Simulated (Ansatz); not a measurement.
# C2H4F2OSi: relaxing the structure

Aim: relax C2H4F2OSi from a cheap starting geometry.

Program: Ansatz 0.2.0, Gaussian basis. Level of theory: RKS PBE0-D4/def2-TZVP. These are calculated values, not measurements.

Levels to be run: relaxation at PBE-D4/def2-SVP; relaxation at PBE0-D4/def2-TZVP.

1 further run of the same task is left out (set aside as unsound or not needed).

## 1. Starting geometry

SMILES `OC(=CF)[SiH2]F`, 10 atoms, charge 0, spin multiplicity 1.

Atoms are counted from 1 here; the program's logs count them from 0.

Bond lengths: O1–C2 1.412 Å, O1–H7 0.932 Å, C2–C3 1.317 Å, C2–Si5 1.853 Å, C3–F4 1.435 Å, C3–H8 1.053 Å, Si5–F6 1.619 Å, Si5–H9 1.506 Å, Si5–H10 1.453 Å. Angles: C2–O1–H7 110.6°, O1–C2–C3 118.2°, O1–C2–Si5 120.3°, C3–C2–Si5 121.5°, C2–C3–F4 119.3°, C2–C3–H8 131.1°, F4–C3–H8 109.2°, C2–Si5–F6 107.2°, C2–Si5–H9 111.1°, C2–Si5–H10 112.0°, F6–Si5–H9 105.6°, F6–Si5–H10 108.2°, H9–Si5–H10 112.4°.

The start is a force-field geometry with small random shifts, so a cheaper pass at PBE-D4/def2-SVP comes first.

## 2. Relaxation at PBE-D4/def2-SVP (cheap first pass)

in.yaml reads:

```yaml
crystal:
  periodic: [false, false, false]
  atoms:
    - {symbol: O, position_ang: [1.215100, -0.104300, -1.328000]}
    - {symbol: C, position_ang: [0.345000, -0.122900, -0.216700]}
    - {symbol: C, position_ang: [0.672700, -0.869800, 0.817000]}
    - {symbol: F, position_ang: [1.927600, -1.565600, 0.811000]}
    - {symbol: Si, position_ang: [-1.226800, 0.857800, -0.243600]}
    - {symbol: F, position_ang: [-1.960900, 0.623300, 1.180000]}
    - {symbol: H, position_ang: [1.969400, -0.626400, -1.163600]}
    - {symbol: H, position_ang: [0.211300, -0.994800, 1.755800]}
    - {symbol: H, position_ang: [-0.943400, 2.334800, -0.313700]}
    - {symbol: H, position_ang: [-2.126900, 0.416600, -1.295200]}
basis:
  gaussian: {orbitals: def2-SVP}
hamiltonian: {xc: pbe, dispersion: d4}
relax: {f_tol: 0.03, max_steps: 200}
```

Started as:

```
> ansatz run in.yaml --threads 4 --pin off --events-out ev --progress --plain --max-ram 10444MiB
```

The program printed, shortened:

```text
Functional definition: PBE
  name "PBE"
  cite "Perdew, Burke & Ernzerhof, Phys. Rev. Lett. 77, 3865 (1996) doi:10.1103/PhysRevLett.77.3865"
  parent pbe
[...]
1183 factors; their error is unknown
[...]
mean field -17473.75058193 eV, -642.1484897523 hartree, gradient 2.4e-5 eV, S^2 0.000000; 0 other end points of the search recorded, 0 dependent functions left out
[...]
reference -17473.75061422 eV, -642.1484909392 hartree; 28, 28 occupied and 80, 80 virtual orbitals, 1183 factors
relax step   1: F+E_penalty+E_count = -17473.95179997 eV  Δ(F+E_penalty+E_count) = +0.000e0 eV  max|allowed force component| = 3.382e0 eV/Å  Δτ_max = 0.0000 Å  (29 SCF iters, accepted)
[...]
relax step   7: F+E_penalty+E_count = -17474.30891062 eV  Δ(F+E_penalty+E_count) = -2.251e-3 eV  max|allowed force component| = 4.570e-2 eV/Å  Δτ_max = 0.0292 Å  (31 SCF iters, accepted)
[...]
relax step   8: F+E_penalty+E_count = -17474.30924561 eV  Δ(F+E_penalty+E_count) = -3.350e-4 eV  max|allowed force component| = 2.360e-2 eV/Å  Δτ_max = 0.0060 Å  (32 SCF iters, accepted)
1183 factors; their error is unknown
mean field -17474.10743677 eV, -642.1616039257 hartree, gradient 1.3e-5 eV, S^2 0.000000; 1 other end points of the search recorded, 0 dependent functions left out
[...]
reference -17474.10746920 eV, -642.1616051176 hartree; 28, 28 occupied and 80, 80 virtual orbitals, 1183 factors
Total energy: -17474.30927804 eV, -642.1690214556 hartree
Atom 0 at     1.158887    -0.041561    -1.344756 Å, force     0.023595    -0.013031    -0.003980 eV/Å
Atom 1 at     0.388893    -0.131309    -0.217699 Å, force     0.012620    -0.007481    -0.000070 eV/Å
Atom 2 at     0.730361    -0.881364     0.854460 Å, force    -0.003166    -0.000978     0.005735 eV/Å
Atom 3 at     1.890381    -1.590278     0.836268 Å, force    -0.008485     0.006705    -0.002841 eV/Å
Atom 4 at    -1.204235     0.862269    -0.232080 Å, force    -0.005299     0.003783     0.000016 eV/Å
Atom 5 at    -1.926532     0.581179     1.217177 Å, force     0.002836    -0.002573     0.001440 eV/Å
Atom 6 at     1.950499    -0.602877    -1.203138 Å, force    -0.020549     0.015110    -0.004493 eV/Å
Atom 7 at     0.143375    -0.981694     1.777421 Å, force    -0.000052    -0.003168     0.006003 eV/Å
Atom 8 at    -0.927507     2.330827    -0.357990 Å, force    -0.000293     0.001751    -0.000489 eV/Å
Atom 9 at    -2.121023     0.403508    -1.326664 Å, force    -0.001207    -0.000117    -0.001322 eV/Å
Dipole moment:     0.128585    -0.024809    -0.109169 e Å
```

Wall time 9 s (4 threads of Arm Neoverse V2, shared host).

Step by step:

```csv
step,energy from step 1 (eV),largest force component (eV/Å)
1,0.0000,3.3816
2,-0.2794,1.2991
3,-0.3254,0.7025
4,-0.3441,0.3799
5,-0.3485,0.2193
6,-0.3549,0.1492
7,-0.3571,0.0457
8,-0.3574,0.0236
```

Close pairs (by a distance rule), those that changed most:

```csv
bond,before (Å),after (Å),change (Å)
C3–F4,1.435,1.360,-0.075
O1–H7,0.932,0.981,+0.049
Si5–H10,1.453,1.500,+0.047
C3–H8,1.053,1.098,+0.045
O1–C2,1.412,1.368,-0.044
C2–C3,1.317,1.352,+0.036
C2–Si5,1.853,1.878,+0.025
Si5–F6,1.619,1.643,+0.025
```

## 3. Geometry optimisation, PBE0-D4/def2-TZVP

in.yaml reads:

```yaml
crystal:
  periodic: [false, false, false]
  atoms:
    - {symbol: O, position_ang: [1.158887, -0.041561, -1.344756]}
    - {symbol: C, position_ang: [0.388893, -0.131309, -0.217699]}
    - {symbol: C, position_ang: [0.730361, -0.881364, 0.854460]}
    - {symbol: F, position_ang: [1.890381, -1.590278, 0.836268]}
    - {symbol: Si, position_ang: [-1.204235, 0.862269, -0.232080]}
    - {symbol: F, position_ang: [-1.926532, 0.581179, 1.217177]}
    - {symbol: H, position_ang: [1.950499, -0.602877, -1.203138]}
    - {symbol: H, position_ang: [0.143375, -0.981694, 1.777421]}
    - {symbol: H, position_ang: [-0.927507, 2.330827, -0.357990]}
    - {symbol: H, position_ang: [-2.121023, 0.403508, -1.326664]}
basis:
  gaussian: {orbitals: def2-TZVP}
hamiltonian: {xc: pbe0, dispersion: d4}
relax: {f_tol: 0.005, max_steps: 150}
```

The command is unchanged.

The program printed, shortened:

```text
Functional definition: PBE0
  name "PBE0"
  cite "Adamo & Barone, J. Chem. Phys. 110, 6158 (1999) doi:10.1063/1.478522"
  cite "Perdew, Burke & Ernzerhof, Phys. Rev. Lett. 77, 3865 (1996) doi:10.1103/PhysRevLett.77.3865"
  parent pbe
[...]
1267 factors; their error is unknown
[...]
mean field -17489.39733390 eV, -642.7234972816 hartree, gradient 6.8e-5 eV, S^2 0.000000; 0 other end points of the search recorded, 0 dependent functions left out
[...]
reference -17489.39736322 eV, -642.7234983591 hartree; 28, 28 occupied and 188, 188 virtual orbitals, 1267 factors
relax step   1: F+E_penalty+E_count = -17489.56712634 eV  Δ(F+E_penalty+E_count) = +0.000e0 eV  max|allowed force component| = 1.152e0 eV/Å  Δτ_max = 0.0000 Å  (29 SCF iters, accepted)
[...]
Atom 0 at     1.144777    -0.041523    -1.327800 Å, force    -0.003258     0.000756     0.003235 eV/Å
Atom 1 at     0.384344    -0.135763    -0.203095 Å, force    -0.004235     0.003693    -0.002743 eV/Å
Atom 2 at     0.721729    -0.873543     0.849539 Å, force     0.003187    -0.001328    -0.001085 eV/Å
Atom 3 at     1.870284    -1.579709     0.839777 Å, force    -0.000267    -0.000156     0.000501 eV/Å
Atom 4 at    -1.194792     0.850996    -0.221126 Å, force     0.002481    -0.001454    -0.000244 eV/Å
Atom 5 at    -1.916024     0.591540     1.183672 Å, force     0.000404    -0.000642     0.000788 eV/Å
Atom 6 at     1.935183    -0.584447    -1.220713 Å, force     0.001326    -0.001233     0.000544 eV/Å
Atom 7 at     0.146882    -0.974215     1.758188 Å, force    -0.000555     0.000412     0.000079 eV/Å
Atom 8 at    -0.915336     2.299531    -0.349359 Å, force     0.000555     0.000089    -0.000475 eV/Å
Atom 9 at    -2.093948     0.395835    -1.306085 Å, force     0.000362    -0.000137    -0.000599 eV/Å
Dipole moment:     0.097754    -0.017692    -0.085052 e Å
```

Wall time 20 s (4 threads of Arm Neoverse V2, shared host); peak memory 0.56 GiB.

Relaxation path:

```csv
step,energy from step 1 (eV),largest force component (eV/Å)
1,0.0000,1.1518
2,-0.0586,0.6938
3,-0.0725,0.0707
4,-0.0728,0.0202
5,-0.0729,0.0143
6,-0.0730,0.0042
```

Close pairs (by a distance rule), those that changed most:

```csv
bond,before (Å),after (Å),change (Å)
Si5–F6,1.643,1.600,-0.043
C2–C3,1.352,1.329,-0.023
Si5–H9,1.500,1.481,-0.019
Si5–H10,1.500,1.481,-0.019
C3–H8,1.098,1.080,-0.018
O1–H7,0.981,0.965,-0.016
C2–Si5,1.878,1.862,-0.015
C3–F4,1.360,1.348,-0.011
```

Mulliken charges of the relaxed molecule (report file):

```csv
atom,value (e)
O1,-0.40
C2,-0.02
C3,0.02
F4,-0.21
Si5,0.51
F6,-0.32
H7,0.33
H8,0.14
H9,-0.03
H10,-0.03
```

## 4. What came out

| quantity | value |
| --- | --- |
| point group | Cs |
| steps | 8 + 6 |
| shift from the start (rms) | 0.062 Å |
| total energy | -17489.6401 eV |
| dispersion term | -171 meV |
| dipole moment | 0.63 D |

**Reading.** The relaxed geometry lies 0.06 Å (rms) from the start; the bond that changed most is C3–F4, from 1.435 to 1.348 Å. No vibrations were run, so it is not proven to be a minimum. The largest Mulliken charge, +0.51 e, sits on Si5.
